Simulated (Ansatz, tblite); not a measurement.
# The cluster Se₅+: a ladder of methods and basis sets

How do method and basis change the picture of the cluster Se₅+ (doublet)?

The runs use Ansatz 0.2.0, Gaussian basis; as each input shows.

The runs, in order: GFN1-xTB, GFN2-xTB, PBE-D4/def2-TZVP, r2SCAN-D4/def2-TZVP, r2SCANh-D4/def2-TZVP, BHLYP-D4/def2-TZVP, PBE-D4/def2-SVP, PBE0-D4/def2-SVP, MP2/def2-TZVP, RPA/def2-TZVP.

6 further runs of the same task are left out: 3 that didn't finish, 3 set aside as unsound or not needed. Runs told in other sessions of the task aren't counted.

## 1. The geometry

The geometry is that of the doublet, from an earlier relaxation (r2SCAN-D4/def2-SVP). At that level it is the lowest of the isomers that a small search found.

5 atoms, charge 1, spin multiplicity 2.

Bond lengths: Se1–Se2 2.365 Å, Se1–Se4 2.335 Å, Se2–Se5 2.339 Å, Se3–Se4 2.328 Å, Se3–Se5 2.367 Å. Angles: Se2–Se1–Se4 98.2°, Se1–Se2–Se5 102.5°, Se4–Se3–Se5 97.3°, Se1–Se4–Se3 92.1°, Se2–Se5–Se3 102.3°.

The ion is computed in the gas phase, without counter-ions or solvent.

PBE0-D4/def2-TZVP was run before; its log isn't repeated, and its numbers join the tables.

## 2. GFN1-xTB

Tight binding, by tblite at 300 K electronic temperature and without a spin-polarisation term:

```python
tblite.interface.Calculator('GFN1-xTB', numbers, positions, charge=1, uhf=1).singlepoint()
```

Energy -444.6958 eV; 0.007 s.

## 3. GFN2-xTB

Tight binding, by tblite at 300 K electronic temperature and without a spin-polarisation term:

```python
tblite.interface.Calculator('GFN2-xTB', numbers, positions, charge=1, uhf=1).singlepoint()
```

Energy -422.8739 eV; 0.008 s.

## 4. PBE-D4/def2-TZVP

start.molden holds the orbitals of an earlier run on this state, given as this run's starting guess.

in.yaml reads:

```yaml
crystal:
  periodic: [false, false, false]
  atoms:
    - {symbol: Se, position_ang: [-1.512296, 0.604285, 0.934884]}
    - {symbol: Se, position_ang: [0.590544, 1.676668, 0.795930]}
    - {symbol: Se, position_ang: [0.022518, -1.121390, -1.503403]}
    - {symbol: Se, position_ang: [-0.786281, -1.593733, 0.628240]}
    - {symbol: Se, position_ang: [1.685515, 0.434161, -0.855651]}
basis:
  gaussian: {orbitals: def2-TZVP, initial_orbitals: start.molden}
total_charge: 1
magnetization: {spin_polarized: true, initial_magnetization: 1}
hamiltonian: {xc: pbe, dispersion: d4}
scf: {omitted_lower_state_checks: [starts]}
output: {forces: true, orbitals: {seedname: orbitals}}
```

Command:

```console
ansatz run in.yaml --threads 4 --pin off --events-out ev --progress --plain --max-ram 4787MiB
```

After this run come: r2SCAN-D4/def2-TZVP; r2SCANh-D4/def2-TZVP; BHLYP-D4/def2-TZVP; PBE-D4/def2-SVP; PBE0-D4/def2-SVP; MP2/def2-TZVP; RPA/def2-TZVP.

Q: Predict the results of all the runs planned. Wanted: gap in def2-TZVP, named functionals, smallest and largest; correlation energy, MP2/def2-TZVP; ⟨S²⟩ in def2-TZVP, named functionals, smallest and largest; PBE0 total energy, smallest basis above largest.

The runs gave:

```
                                                  quantity                                 value
 gap in def2-TZVP, named functionals, smallest and largest  0.50 eV (PBE-D4), 3.65 eV (BHLYP-D4)
                         correlation energy, MP2/def2-TZVP                             -35.92 eV
⟨S²⟩ in def2-TZVP, named functionals, smallest and largest                          0.752, 0.760
           PBE0 total energy, smallest basis above largest        40.34 eV (def2-SVP, def2-TZVP)
```

What this shows: Over the named functionals in def2-TZVP the gap runs from 0.50 eV (PBE-D4) to 3.65 eV (BHLYP-D4); exact exchange widens it. Over the named functionals in def2-TZVP spin contamination reaches 0.01 (BHLYP-D4), which is small.
